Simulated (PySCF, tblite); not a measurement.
# C4H5BF4O: geometry, infrared bands and NMR shifts

What infrared bands and NMR shifts should C4H5BF4O (`C=C(F)BCOC(F)(F)F`) show?

Programs: tblite 0.8.0 and PySCF 2.14.0, with density-fitted response routines of our own. Each step states its level of theory. These are calculated values for one molecule in the gas phase, unless marked as measured. Atoms are numbered from 0 throughout.

### Step 1. Starting geometry

15 atoms, charge 0, multiplicity 1; geometry from: force field or distance geometry start.

Bonds of the start (Å): C0–C1 1.36, C1–F2 1.37, C1–B3 1.54, B3–C4 1.60, C4–O5 1.42, O5–C6 1.37, C6–F7 1.39, C6–F8 1.38, C6–F9 1.38, C0–H10 1.09, C0–H11 1.08, B3–H12 1.18, C4–H13 1.11, C4–H14 1.12.

### Step 2. Optimising the geometry with GFN2-xTB

Job settings and geometry (Å):

```
{"job": {"kind": "relax", "xc": "GFN2-xTB", "basis": "xTB"}, "charge": 0, "multiplicity": 1}
C      3.179600    -0.318900     0.073900
C      2.009200     0.176700     0.560300
F      2.035100     0.595000     1.862600
B      0.767400     0.221200    -0.357600
C     -0.594200    -0.553800    -0.043100
O     -1.610000     0.361700    -0.412500
C     -2.829300    -0.213300    -0.188200
F     -2.909300    -0.521700     1.160000
F     -3.822000     0.698000    -0.464500
F     -3.039400    -1.303200    -1.000200
H      3.229500    -0.678800    -0.958700
H      4.038400    -0.343600     0.733100
H      0.907100     0.694000    -1.424900
H     -0.672500    -1.507800    -0.605700
H     -0.694100    -0.803200     1.043300
```

Started as:

```sh
$ OMP_NUM_THREADS=1 python probes_run.py task.json out
```

This one command runs all jobs of the session in turn.

**Question.** This job is followed by: GFN2-xTB harmonic vibrations, gas phase; GIAO PBE0/pcSseg-1 NMR shielding, non-relativistic, gas phase. Predict these results of the whole session: strongest single infrared mode (GFN2-xTB); zero-point energy (GFN2-xTB); 13C shifts against TMS (PBE0/pcSseg-1); 1H shifts against TMS (PBE0/pcSseg-1, means over atoms taken as alike); 19F shifts against CFCl3 (PBE0/pcSseg-1, means over atoms taken as alike); 11B shifts against BF3·OEt2 (PBE0/pcSseg-1); 17O shifts against H2O (PBE0/pcSseg-1).

The runs gave:

| quantity | value |
| --- | --- |
| strongest single infrared mode (GFN2-xTB) | 1233 cm⁻¹, 750 km/mol |
| zero-point energy (GFN2-xTB) | 56.3 kcal/mol |
| 13C shifts against TMS (PBE0/pcSseg-1) | 186.1, 137.1, 131.6, 72.4 ppm |
| 1H shifts against TMS (PBE0/pcSseg-1, means over atoms taken as alike) | 7.03, 6.53, 6.11, 4.80 ppm |
| 19F shifts against CFCl3 (PBE0/pcSseg-1, means over atoms taken as alike) | -80.5, -105.4 ppm |
| 11B shifts against BF3·OEt2 (PBE0/pcSseg-1) | 70.2 ppm |
| 17O shifts against H2O (PBE0/pcSseg-1) | 99.8 ppm |

Over 110 steps the energy fell by 0.766 eV; of the close pairs, O5–C6 changed most, 1.367 to 1.311 Å. No mode is imaginary among the 39: a minimum at this level. The strongest single mode, at 1233 cm⁻¹, moves mainly C6 and O5. GFN2-xTB is a fitted tight-binding method: band positions and strengths are rough. Its intensities can rank the bands wrongly. At PBE0/pcSseg-1: The largest span, 241 ppm, is at F2, where the paramagnetic term is -201 ppm.
